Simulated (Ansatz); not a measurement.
**NH3Br (doublet): wave-function methods side by side at distance N1–H4 along a hydrogen transfer = 1.211 Å, cc-pVDZ**

Aim: climb from Hartree-Fock through coupled cluster and multireference methods for NH3Br (doublet) at one geometry and basis, and see what each rung misses.

The runs use Ansatz 0.2.0, Gaussian basis; cc-pVDZ, core rule «outside noble gas», up to 15 orbitals frozen.

Plan: UHF; CCSD(T) on ROHF; CCSD(T) on UHF; BCCD(T) on ROHF; CISD; CCSDT(Q) on ROHF; CCSDT(Q) on UHF; CASSCF and MRCISD+Q, 3 electrons in 3 orbitals; CASSCF and NEVPT2, 3 electrons in 3 orbitals; CASSCF and NEVPT2, 15 electrons in 11 orbitals.

5 further runs of the same task are left out: 5 that didn't finish.

## 1. The geometry

The geometry derives from fragments relaxed apart (PBE0/def2-TZVP) and kept rigid, so it is no stationary point. A hydrogen atom is moved between rigid fragments. No spin-orbit coupling is included. The filled d shell of Br may be among the frozen orbitals whatever the setting's name suggests; the logs give the count.

5 atoms, charge 0, spin multiplicity 2.

Atoms are counted from 1 here; the program's logs count them from 0.

Bond lengths: N1–H2 1.012 Å, N1–H3 1.012 Å, N1–H4 1.211 Å. Angles: H2–N1–H3 107.1°, H2–N1–H4 107.1°, H3–N1–H4 107.1°.

## 2. UHF

in.yaml reads:

```yaml
crystal:
  periodic: [false, false, false]
  atoms:
    - {symbol: N, position_ang: [-2.675522, -0.005881, -0.009153]}
    - {symbol: H, position_ang: [-2.972802, 0.961952, -0.009152]}
    - {symbol: H, position_ang: [-2.972802, -0.408181, 0.871107]}
    - {symbol: H, position_ang: [-1.464522, -0.005881, -0.009153]}
    - {symbol: Br, position_ang: [0.562478, -0.005880, -0.009153]}
basis:
  gaussian: {orbitals: cc-pVDZ}
magnetization: {spin_polarized: true, initial_magnetization: 1}
hamiltonian: {xc: hf}
output: {orbitals: {seedname: orbitals}}
```

On the command line:

```console
ansatz run in.yaml --threads 1 --pin off --events-out ev --progress --plain --max-ram 2393MiB
```

Further steps of the session: CCSD(T) on ROHF; CCSD(T) on UHF; BCCD(T) on ROHF; CISD; CCSDT(Q) on ROHF; CCSDT(Q) on UHF; CASSCF and MRCISD+Q, 3 electrons in 3 orbitals; CASSCF and NEVPT2, 3 electrons in 3 orbitals; CASSCF and NEVPT2, 15 electrons in 11 orbitals.

Q: Predict the results of all the runs planned. Wanted: UCCSDT(Q) below the RHF energy; RMP2 from UCCSDT(Q); UMP2 from UCCSDT(Q); RCCSD from UCCSDT(Q); RCCSD(T) from UCCSDT(Q); UCCSD(T) from UCCSDT(Q); RCCSDT(Q) from UCCSDT(Q); NEVPT2 pair from UCCSDT(Q); MRCISD+Q pair from UCCSDT(Q).

**Answer**, as computed:

```
                         quantity                                                   value
   UCCSDT(Q) below the RHF energy                                              -9.1030 eV
              RMP2 from UCCSDT(Q)                                         +24.36 kcal/mol
              UMP2 from UCCSDT(Q)                                         +24.77 kcal/mol
             RCCSD from UCCSDT(Q)                                          +5.00 kcal/mol
          RCCSD(T) from UCCSDT(Q)                                          +0.90 kcal/mol
          UCCSD(T) from UCCSDT(Q)                                          +0.85 kcal/mol
         RCCSDT(Q) from UCCSDT(Q)                                          +0.05 kcal/mol
       NEVPT2 pair from UCCSDT(Q)                                         +23.42 kcal/mol
     MRCISD+Q pair from UCCSDT(Q)                                          +2.95 kcal/mol
    NEVPT2 valence from UCCSDT(Q)                                         +33.27 kcal/mol
levels within 1 kcal/mol (43 meV)  RCCSD(T), UCCSD(T), BCCD(T), RCCSDT, UCCSDT, RCCSDT(Q)
                    T1 diagnostic                                                   0.036
   effectively unpaired electrons                                                    1.02
```

**Reading.** RCCSD(T) lands +0.90 kcal/mol from the yardstick (0.4 % of the correlation energy). One determinant dominates. Of the multireference levels listed MRCISD+Q pair comes nearest in total energy (+2.95 kcal/mol), which doesn't show that its space is the better one. These misses are within one basis, not against nature; the frozen cores of restricted and unrestricted runs differ, which can shift their rows.
